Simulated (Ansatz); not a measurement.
# the Cd-Au system: a small convex hull

With the Python package of Ansatz (0.2.0).

The cells in order, each with its output:

In [1]:
```python
from collections import Counter
import warnings

import ansatz as az
import matplotlib.pyplot as plt
import numpy as np
```

In [2]:
```python
PHASES = {
    "CdAu P-6m2": (
        [(3.090332, 0.0, 0.0), (-1.545166, 2.676306, 0.0), (0.0, 0.0, 4.601282)],
        [
            ("Cd", (0.0, 0.0, 0.0)),
            ("Au", (1 / 3, 2 / 3, 0.5)),
        ],
    ),
    "CdAu Pm-3m": (
        [(3.32, 0.0, 0.0), (0.0, 3.32, 0.0), (0.0, 0.0, 3.32)],
        [
            ("Cd", (0.5, 0.5, 0.5)),
            ("Au", (0.0, 0.0, 0.0)),
        ],
    ),
    "Cd": (
        [(2.97887, 0.0, 0.0), (-1.489435, 2.579777, 0.0), (0.0, 0.0, 5.61765)],
        [
            ("Cd", (1 / 3, 2 / 3, 0.25)),
            ("Cd", (2 / 3, 1 / 3, 0.75)),
        ],
    ),
    "Au": (
        [(0.0, 2.035, 2.035), (2.035, 0.0, 2.035), (2.035, 2.035, 0.0)],
        [
            ("Au", (0.0, 0.0, 0.0)),
        ],
    ),
}
```

In [3]:
```python
def build(vectors, sites):
    crystal = az.Crystal(lattice=az.Lattice.of(vectors))
    for symbol, position in sites:
        crystal = crystal.atom(symbol, position)
    return crystal
```

In [4]:
```python
def compute(name, crystal):
    calc = (
        crystal.calculation()
        .functional("lda")
        .basis(550)
        .kpoints(spacing=0.15)
        .occupations("fermi_dirac", width=0.05)  # fractional filling near the Fermi level
    )
    calc = calc.relax(force_tolerance=0.02, max_steps=60, fix_cell=["shape"])
    return calc.run(threads=1, backend="cpu")


def counts(outcome):
    return Counter(site.symbol for site in outcome.lattice.sites)
```

In [5]:
```python
def formation_energy(outcome, mu):
    n = counts(outcome)
    return (outcome.report["energy_sigma0_ev"] - sum(k * mu[element] for element, k in n.items())) / sum(n.values())
```

In [6]:
```python
warnings.simplefilter("ignore", az.DeckWarning)
```

In [7]:
```python
phases = {name: build(*cell) for name, cell in PHASES.items()}

done = {name: compute(name, crystal) for name, crystal in phases.items()}
```

In [8]:
```python
# chemical potentials of the elements at zero temperature
references = {"Cd": "Cd", "Au": "Au"}
mu = {element: done[name].report["energy_sigma0_ev"] / len(done[name].lattice.sites) for element, name in references.items()}
points = sorted((counts(o)["Au"] / len(o.lattice.sites), formation_energy(o, mu), name) for name, o in done.items())
```

In [9]:
```python
# lower hull by a monotone chain
hull = []
for x, e, _ in points:
    while len(hull) > 1 and (hull[-1][0] - hull[-2][0]) * (e - hull[-2][1]) - (hull[-1][1] - hull[-2][1]) * (x - hull[-2][0]) <= 0:
        hull.pop()
    hull.append((x, e))
rows = [(name, x, e, e - np.interp(x, *zip(*hull))) for x, e, name in points]
print("     phase       x(Au)  E_form (eV/atom)  above hull (eV/atom)")
for row in rows:
    print(f"{str(row[0]):>10}  {row[1]:10.3f}  {row[2]:16.4f}  {row[3]:20.4f}")
print("on the hull of these phases:", ", ".join(row[0] for row in rows if row[3] < 1e-6))
stable = [row for row in rows if row[3] < 1e-6]
plt.figure(figsize=(4.5, 3.2))
plt.plot([row[1] for row in stable], [row[2] for row in stable], "k-o")
plt.plot([row[1] for row in rows], [row[2] for row in rows], "r.")
plt.xlabel("fraction of Au")
plt.ylabel("formation energy (eV/atom)")
plt.tight_layout()
plt.savefig("hull.png", dpi=100)
```
```text
     phase       x(Au)  E_form (eV/atom)  above hull (eV/atom)
        Cd       0.000            0.0000                0.0000
CdAu Pm-3m       0.500           -0.1876                0.0000
CdAu P-6m2       0.500           -0.1293                0.0583
        Au       1.000            0.0000                0.0000
on the hull of these phases: Cd, CdAu Pm-3m, Au
```

Notes:
- Atoms and volume are relaxed with the cell's shape held, which in cells of lower than cubic symmetry can hide stresses and shift volumes.
- Spin-orbit coupling, which matters for elements this heavy, is left out.
- The cells come from databases of deposited and of computed structures, and not all need be stable phases.
- Differences under 10 to 15 meV an atom lie within the error of mesh and functional, so such verdicts may flip; only the cells listed enter the hull.
- The whole script took 2.6 min on 1 thread of Arm Neoverse V2, with other jobs on the host, peak memory 0.62 GiB.
